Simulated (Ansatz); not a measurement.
# TiN (doublet): the correlation ladder, def2-QZVPP

One table from this session's results is given with a row withheld; the runs are named, their logs left out.

The runs use Ansatz 0.2.0, Gaussian basis; def2-QZVPP, core rule «outside noble gas», up to 10 orbitals frozen.

Plan: UHF; ROHF; CCSD(T) on UHF.

2 further runs of the same task are left out: 2 set aside as unsound or not needed.

### The system

The geometry is a PBE0/def2-TZVP stationary point (not a proven minimum).

2 atoms, charge 0, spin multiplicity 2.

Atoms are counted from 1 here; the program's logs count them from 0.

Bond lengths: Ti1–N2 1.543 Å.

Set-up of the first run:

File in.yaml:

```yaml
crystal:
  periodic: [false, false, false]
  atoms:
    - {symbol: Ti, position_ang: [0.000000, 0.000000, 0.000000]}
    - {symbol: N, position_ang: [0.000000, 0.000000, 1.542510]}
basis:
  gaussian: {orbitals: "def2-QZVPP.json"}
magnetization: {spin_polarized: true, initial_magnetization: 1}
hamiltonian: {xc: hf}
output: {orbitals: {seedname: orbitals}}
```

The run is started by

```sh
$ ansatz run in.yaml --threads 1 --pin off --events-out ev --progress --plain --max-ram 3968MiB --backend cpu
```

Among the steps run: UHF; ROHF; CCSD(T) on UHF.

One of the session's tables, all rows but one given; the rest of the session is left out.

```
  method  from UCCSD(T) (kJ/mol)
    ROHF                 +1006.3
    UMP2                   +53.4
   UCCSD                       ?
UCCSD(T)                       0
```

Q: Estimate the row for UCCSD from the others.

The run gave: from UCCSD(T) (kJ/mol): +79.1. In the column «from UCCSD(T) (kJ/mol)» it lies between UMP2 (+53.4) and ROHF (+1006.3).

Left out of the table: UHF (another determinant or state than the rows shown).

The program flags UCCSD(T) as in doubt (see the logs), so the zero of the table is itself unsure.

To keep in mind: The determinant is far from a pure spin state, so its energy mixes those of several spin states (harmless only where they are near-degenerate, as at dissociation). The program flags UCCSD(T) as in doubt, so the zero of the table is itself unsure. Warnings: spin contamination; coupled cluster took another determinant than the lowest.
